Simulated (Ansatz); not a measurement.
This script drives Ansatz 0.2.0 through its Python package.

`lattice_pt.py`
```python
# -*- coding: utf-8 -*-
'''How the lattice of Pt depends on the functional.'''

import ansatz as az
import numpy as np

def edges_and_angles(cell):
    cell = np.asarray(cell)
    a, b, c = np.linalg.norm(cell, axis=1)
    cosines = cell[1] @ cell[2] / (b * c), cell[0] @ cell[2] / (a * c), cell[0] @ cell[1] / (a * b)
    return (a, b, c, *np.degrees(np.arccos(cosines)))

pt = (
    az.Lattice.from_parameters(2.760666, 2.760666, 4.792134, alpha=90, beta=90, gamma=120)
    .space_group(194)
    .atom('Pt', [2 / 3, 1 / 3, 0.75])
)

model = pt.calculation().kpoints(12, 12, 6).occupations('Fermi-Dirac').relax(cell=True, force_tolerance=0.01)

levels = [('r2scan', 'd4'), ('r2scan', 'none'), ('lda', 'none')]
print('level            a       b       c    alpha   beta  gamma  V/atom  steps')
for name, dispersion in levels:
    seen = []
    run = model.functional(name, dispersion=dispersion).session().plan()
    out = run.execute(on_event=lambda e: seen.append(e) if e['event'] == 'relax_step' else None)
    cell = out.lattice.cell_ang
    label = name if dispersion == 'none' else f'{name}+{dispersion}'
    print('{:13s} {:7.4f} {:7.4f} {:7.4f} {:6.2f} {:6.2f} {:6.2f}'.format(label, *edges_and_angles(cell)), f'{abs(np.linalg.det(cell)) / len(out.lattice.sites):7.3f} {len(seen):5d}')
```

It is started by `python lattice_pt.py`. How long does it take on 1 thread of Arm Neoverse V2, on a shared host, and how much memory does it need?

It took about 63 s, with a peak of 0.52 GiB, for 3 runs of the engine.

```console
$ python lattice_pt.py
level            a       b       c    alpha   beta  gamma  V/atom  steps
DeckWarning: basis.ecutwfc = 500 eV, auto-derived from the records' recommended cutoffs: set by Pt (their level for a meta-GGA)
r2scan+d4      2.7330  2.7330  4.7316  90.00  90.00 120.00  15.303     5
r2scan         2.7391  2.7391  4.7485  90.00  90.00 120.00  15.427     6
DeckWarning: basis.ecutwfc = 420 eV, auto-derived from the records' recommended cutoffs: set by Pt (normal level)
lda            2.7134  2.7134  4.6656  90.00  90.00 120.00  14.874     7
```
(Warnings from the package without file and line.)

From smallest to largest: LDA (14.87 Å³ an atom, -5.9 % against the start), r2SCAN+D4 (15.30 Å³ an atom, -3.2 % against the start) and r2SCAN (15.43 Å³ an atom, -2.4 % against the start). The spread is 3.7 % in volume.

Notes:
- Spin is left out of this run.
- Forces vanish by symmetry, so the ions can't move, and the end may be a saddle.
- Dispersion corrections can be off by several per cent in the lattices of metals, and by several GPa in the pressure at a fixed cell.
- For a metal this k-point mesh is coarse: on a finer one energies can move by several to tens of meV an atom and pressures by half a GPa or more, differences at one mesh by less.
- Spin-orbit coupling, which matters for elements this heavy, is left out.
- This isn't the structure that Pt takes at ambient conditions.
